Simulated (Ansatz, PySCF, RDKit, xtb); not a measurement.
**Which structure has the formula CH4ISi−?**

Only the formula CH4ISi− is given (charge -1). Aim: find the structure of lowest free energy at 298.15 K, then its properties.

Plan: many cheap relaxations first (GFN2-xTB), then density-functional screening, relaxation at B3LYP-D3(BJ)/def2-SVPD, vibrations and a final energy. The numbers are computed, not measured.

6 further runs of the same task are left out: 6 set aside as unsound or not needed.

### 1 Candidates

A program enumerates the bonding patterns with one Lewis structure each (two rings at most, one unusual centre or charged pair), with their diastereomers. O–O, O–halogen and N–halogen bonds and N–N–N chains are not drawn. That gives 4 candidates.

| label | SMILES | spin |
| --- | --- | --- |
| c144 | C[SiH-]I | singlet |
| c471 | [SiH2-]CI | singlet |
| c668 | [SiH3][CH-]I | singlet |
| c717 | [CH2-][SiH2]I | singlet |

Candidates are built by distance geometry, with a force field where one applies, in up to four conformers (letters a to d). 16 starts with atoms placed at random are added, to find patterns that the rules miss.

**Question.** With final energies at CCSD(T)/def2-SVPD + MP2/def2-TZVPPD - MP2/def2-SVPD, which structure will this search put lowest in free energy, and by what margin?

| quantity | value |
| --- | --- |
| lowest structure found | C[SiH-]I, singlet, C1 |
| next finalist | [CH2-][SiH2]I, singlet, 10.6 kcal/mol higher in G |
| share at equilibrium, among the finalists | 100.0 % |
| harmonic wavenumbers, lowest and highest (B3LYP-D3(BJ)/def2-SVPD) | 137 and 3084 cm⁻¹ |
| rotational constants, same geometry | 0.4141, 0.05817, 0.05223 cm⁻¹ |
| HOMO energy (PBE0/def2-TZVPD) | -0.92 eV |
| LUMO energy (PBE0/def2-TZVPD) | 3.14 eV |
| HOMO–LUMO gap (to an unbound level, set by the basis) (PBE0/def2-TZVPD) | 4.06 eV |
| lowest excitation (TD-CAM-B3LYP/def2-SVPD) | 3.45 eV (f = 0.132) |
| lowest triplet excitation, same level, Tamm-Dancoff | 2.49 eV |
| vertical detachment energy | 2.64 eV |
| vertical triplet less singlet | +2.36 eV |

`C[SiH-]I` comes out lowest. The margin of 10.6 kcal/mol over the next finalist is beyond the usual error of the last level; it says nothing of structures that weren't ranked. HF/STO-3G, r2SCAN-D4/def2-SVPD, B3LYP-D3(BJ)/def2-SVPD, HF/def2-SVPD and MP2/def2-SVPD already put its bonding pattern lowest among the structures in one piece; GFN2-xTB favours the singlet [CH2-][SiH2]I. Spin-orbit coupling, which matters for elements this heavy, is left out. In an anion, excitations above the detachment energy lie in the continuum and hang on the basis, so they needn't be bound states. Lowest found is not proven lowest: the search is finite, and each finalist counts with one conformer. Patterns outside the rules of the enumeration were met only by chance.
